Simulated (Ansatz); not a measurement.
# AlAsH (quartet): wave-function methods side by side, cc-pVDZ

How much of the correlation energy of AlAsH (quartet) does each wave-function method recover here?

Computed with Ansatz 0.2.0, Gaussian basis. Level: cc-pVDZ, core rule «outside noble gas», up to 19 orbitals frozen.

Plan: UHF; CCSD(T) on ROHF; CCSD(T) on UHF; BCCD(T) on ROHF; CISD as a restricted active space (open shells left free, so some higher excitations enter); CCSDT(Q) on ROHF; CCSDT(Q) on UHF.

25 further runs of the same task are left out: 4 for a known fault of the program, 12 that didn't finish, 9 set aside as unsound or not needed. Runs told in other sessions of the task aren't counted.

**1. The system**

The geometry is a PBE0/def2-TZVP stationary point (not a proven minimum) of the parent state, kept for this charge and spin. No spin-orbit coupling is included. The filled d shell of As may be among the frozen orbitals whatever the setting's name suggests.

3 atoms, charge 0, spin multiplicity 4.

Atoms are counted from 1 here; the program's logs count them from 0.

Bond lengths: Al1–As2 2.238 Å, Al1–H3 1.583 Å. Angles: As2–Al1–H3 180.0°.

**2. UHF**

Input file in.yaml:

```yaml
crystal:
  periodic: [false, false, false]
  atoms:
    - {symbol: Al, position_ang: [0.000000, 0.000000, -0.218333]}
    - {symbol: As, position_ang: [0.000000, 0.000000, 2.020067]}
    - {symbol: H, position_ang: [0.000000, 0.000000, -1.801733]}
basis:
  gaussian: {orbitals: cc-pVDZ}
magnetization: {spin_polarized: true, initial_magnetization: 3}
hamiltonian: {xc: hf}
output: {orbitals: {seedname: orbitals}}
```

Run with:

```bash
> ansatz run in.yaml --threads 1 --pin off --events-out ev --progress --plain --max-ram 2393MiB
```

After this run come: CCSD(T) on ROHF; CCSD(T) on UHF; BCCD(T) on ROHF; CISD as a restricted active space (open shells left free, so some higher excitations enter); CCSDT(Q) on ROHF; CCSDT(Q) on UHF.

**Question.** What will the summary of the whole plan be? Wanted: UCCSDT(Q) from the RHF energy; RMP2 from UCCSDT(Q); UMP2 from UCCSDT(Q); RCCSD from UCCSDT(Q); RCCSD(T) from UCCSDT(Q); UCCSD(T) from UCCSDT(Q); RCCSDT(Q) from UCCSDT(Q); T1 diagnostic.

**Answer**, as computed:

| quantity | value |
| --- | --- |
| UCCSDT(Q) from the ROHF energy | -4.2332 eV |
| RMP2 from UCCSDT(Q) | +963.4 meV |
| UMP2 from UCCSDT(Q) | +990.7 meV |
| RCCSD from UCCSDT(Q) | +163.2 meV |
| RCCSD(T) from UCCSDT(Q) | +49.6 meV |
| UCCSD(T) from UCCSDT(Q) | +42.6 meV |
| RCCSDT(Q) from UCCSDT(Q) | +7.5 meV |
| levels within 1 kcal/mol (43 meV) | UCCSD(T), RCCSDT, UCCSDT, RCCSDT(Q) |
| T1 diagnostic | 0.023 |

In words: RCCSD(T) lands +49.6 meV from the yardstick (1.2 % of the correlation energy). Coupled cluster took another determinant than the lowest Hartree-Fock one. These misses are within one basis, not against nature; the frozen cores of restricted and unrestricted runs differ, which can shift their rows.

With open shells the CI space here admits some higher excitations, so it is larger than plain CISD.
